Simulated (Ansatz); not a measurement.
The system is BaMn2Bi2.

```
CELL_PARAMETERS angstrom
-2.24629 2.24629 7.27818
2.24629 -2.24629 7.27818
2.24629 2.24629 -7.27818
ATOMIC_POSITIONS crystal
Bi 0.63321 0.63321 0.00000
Bi 0.36679 0.36679 0.00000
Ba 0.00000 0.00000 0.00000
Mn 0.75000 0.25000 0.50000
Mn 0.25000 0.75000 0.50000
```

The cell is a database's computed one.

Base run:

| Item | Value |
| --- | --- |
| Program | Ansatz 0.2.0 |
| Functional | PBE |
| Potentials or basis | Ansatz PAW |
| Cutoff | 420 eV (not typed: the program's choice for these potentials) |
| k mesh | 8 × 8 × 8 |
| Occupations | fermi-dirac, width 0.05 eV |
| Spin | no spin polarisation |

Its results: band gap on the k mesh none (metal or under the smearing width); pressure -7.9 GPa; largest force 1.410 eV/Å.

**Question.** The run is repeated on the same cell with these changes: spin from no spin polarisation to collinear spin, random start. What comes out?

**Answer.** Band gap on the k mesh 0.18 eV, indirect (least direct gap 0.41 eV); pressure -0.2 GPa; net moment 0.00 μB per cell; site moments Bi -0.00; Ba -0.00; Mn -3.91, +3.91 μB; largest force 0.029 eV/Å.

Caveats: spin-orbit coupling is left out, which moves the levels of the heavy elements (some runs); forces of over 1 eV/Å show positions far from the minimum, so gaps and moduli don't describe the material at rest (some runs); spin-orbit coupling is left out, which as a rule narrows the gap of such compounds by several tenths of an eV (some runs); the starting moments weren't kept (some runs).

A k mesh can miss the band edges.
